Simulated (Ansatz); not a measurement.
The system is Ta3AsAu2O13.

```
Ta As Au O
1.0
     5.72386    0.00000    0.00000
     1.29464    6.25668    0.00000
     0.26816    1.30982    8.36637
Ta As Au O
3 1 2 13
Direct
  0.21713 0.30521 0.58431
  0.03325 0.11123 0.99855
  0.58248 0.62145 0.50482
  0.58707 0.89691 0.83049
  0.58004 0.09228 0.18613
  0.04485 0.82077 0.44682
  0.66201 0.69726 0.71088
  0.51632 0.13418 0.69625
  0.85098 0.88773 0.91932
  0.34466 0.87003 0.94651
  0.73015 0.29240 0.03095
  0.24622 0.21809 0.11075
  0.12900 0.09398 0.49104
  0.48032 0.38887 0.43499
  0.05966 0.26685 0.78594
  0.93330 0.53240 0.45645
  0.49975 0.85161 0.34971
  0.25256 0.62988 0.62473
  0.91878 0.95175 0.22636
```

The cell was built by a generator and needn't be a form met in nature.

* Program: Ansatz 0.2.0
* Task: relaxation of cell and atoms
* Functional: PBE
* Dispersion: D4
* Potentials or basis: Ansatz PAW
* Cutoff: 420 eV (not typed: the program's choice for these potentials)
* k mesh: 4 × 3 × 3
* Occupations: fermi-dirac, width 0.05 eV
* Spin: no spin polarisation

At the start: volume 15.77 Å³/atom.

Problem. How do energy, volume and symmetry change on relaxing?

Solution. It ends after 12 steps and the volume is 15.25 Å³/atom (-3.3 %); space group P1 (No. 1, to 0.05 Å).

The path:
```tsv
step	energy change (eV)	largest force (eV/Å)	volume (Å³)
1	0.0000	0.0389	299.62
2	-0.0692	0.2314	289.92
3	-0.0718	0.0838	291.46
4	-0.0732	0.0556	291.40
5	-0.0762	0.0223	290.84
6	-0.0763	0.0118	290.82
7	-0.0764	0.0144	290.79
8	-0.0765	0.0080	290.78
9	-0.0517	0.0082	290.78
10	-0.0574	0.0214	289.27
11	-0.0559	0.0080	289.79
12	-0.0525	0.0080	289.79
```

Final structure:
```xyz
19
Lattice="5.6888 0.0449 0.0124 1.3358 6.1757 -0.0452 0.2950 1.2287 8.2537" Properties=species:S:1:pos:R:3 pbc="T T T"
Ta    1.8298    2.6084    4.8140
Ta    0.6168    1.9523    8.2573
Ta    4.3004    4.4558    4.1190
As    4.8081    6.5629    6.8329
Au    3.4465    0.8590    1.5527
Au    1.4689    5.6169    3.6472
O     4.9210    5.1430    5.8574
O     3.3444    1.6775    5.7353
O     6.3392    6.6353    7.5486
O     3.4238    6.5669    7.8086
O     4.5095    1.9336    0.2631
O     1.6847    1.5683    0.9507
O     0.9919    1.1815    4.0523
O     3.4025    2.9090    3.5470
O     0.9251    2.6467    6.4846
O     6.1769    3.8678    3.7022
O     4.0690    5.6966    2.8302
O     2.4607    4.6729    5.1372
O     6.5514    6.2087    1.8325
```

Caveat: the plane-wave basis is chosen anew once the cell has moved, so the energies of steps on either side of that aren't comparable; the pressure holds a Pulay correction of +0.6 GPa for the finite cutoff.
